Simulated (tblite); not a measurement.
# C5H13BGe: the cost of one run

The runs use tblite 0.8.0 and PySCF 2.14.0, with density-fitted response routines of our own; the level of theory stands in each step. All values are computed, except where a source is named. Atoms are numbered from 0 throughout.

### Step 1. The molecule as given

20 atoms, charge 0, multiplicity 1; geometry from: force field or distance geometry start.

Bonds of the start (Å): B0–C1 1.59, C1–C2 1.49, C2–C3 1.54, C3–Ge4 1.92, Ge4–C5 1.91, Ge4–C6 1.91, Ge4–C1 1.93, B0–H7 1.20, B0–H8 1.19, C1–H9 1.11, C2–H10 1.12, C2–H11 1.11, C3–H12 1.10, C3–H13 1.11, C5–H14 1.12, C5–H15 1.11, C5–H16 1.10, C6–H17 1.11, C6–H18 1.11, C6–H19 1.11.

### Step 2. Geometry optimisation with GFN2-xTB

Job settings and geometry (Å):

```
{"job": {"kind": "relax", "xc": "GFN2-xTB", "basis": "xTB"}, "charge": 0, "multiplicity": 1}
B     -0.786200    -0.488000     2.094100
C     -1.137700     0.112300     0.669600
C     -1.613700    -0.844900    -0.364300
C     -1.102100     0.159400    -1.412900
Ge     0.494600     0.269000    -0.352100
C      1.288600     1.977600    -0.067000
C      1.634600    -1.266400    -0.434000
H     -0.549300     0.309000     2.959400
H     -0.178100    -1.508900     2.152400
H     -1.750900     1.038600     0.756000
H     -2.720600    -0.976500    -0.447100
H     -1.040800    -1.794900    -0.388700
H     -1.728500     1.055200    -1.503900
H     -0.923300    -0.336400    -2.392000
H      1.441100     2.099900     1.040600
H      2.277300     2.006300    -0.560500
H      0.695900     2.839800    -0.406400
H      2.152600    -1.362700     0.546800
H      1.113000    -2.204000    -0.701100
H      2.428400    -1.073700    -1.192000
```

Command:

```
> OMP_NUM_THREADS=1 python probes_run.py task.json out
```

The driver reads the jobs from task.json and runs them one after another.

Q: Estimate the wall time of this first job on 1 thread of Arm Neoverse N1, shared host.

About 1.2 s.
